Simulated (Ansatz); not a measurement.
SnTe3:

```
Te Sn
1.0
     0.00000    3.86122    3.86122
     3.86122    0.00000    3.86122
     3.86122    3.86122    0.00000
Te Sn
3 1
Direct
  0.50000 0.50000 0.50000
  0.75000 0.75000 0.75000
  0.25000 0.25000 0.25000
  0.00000 0.00000 0.00000
```

The cell comes from a database or a generator and needn't be the stable form of this composition.

Base run:

* Program: Ansatz 0.2.0
* Functional: PBEsol
* Potentials or basis: Ansatz PAW
* Cutoff: 420 eV (not typed: the program's choice for these potentials)
* k mesh: 6 × 6 × 6
* Occupations: fermi-dirac, width 0.05 eV
* Spin: no spin polarisation

Its results: band gap on the k mesh none (metal or under the smearing width); pressure -2.8 GPa.

Q: The run is repeated on the same cell with these changes: functional from PBEsol to r2SCAN; cutoff from 420 eV (not typed: the program's choice for these potentials) to 500 eV (not typed: the program's choice for these potentials). What comes out?

A: Band gap on the k mesh none (metal or under the smearing width); pressure 0.0 GPa.

Caveats: the PAW data sets come from PBE, with cores solved anew for the run's functional, which leaves a small shift of forces and pressure; spin-orbit coupling is left out, which moves the levels of the heavy elements (some runs).
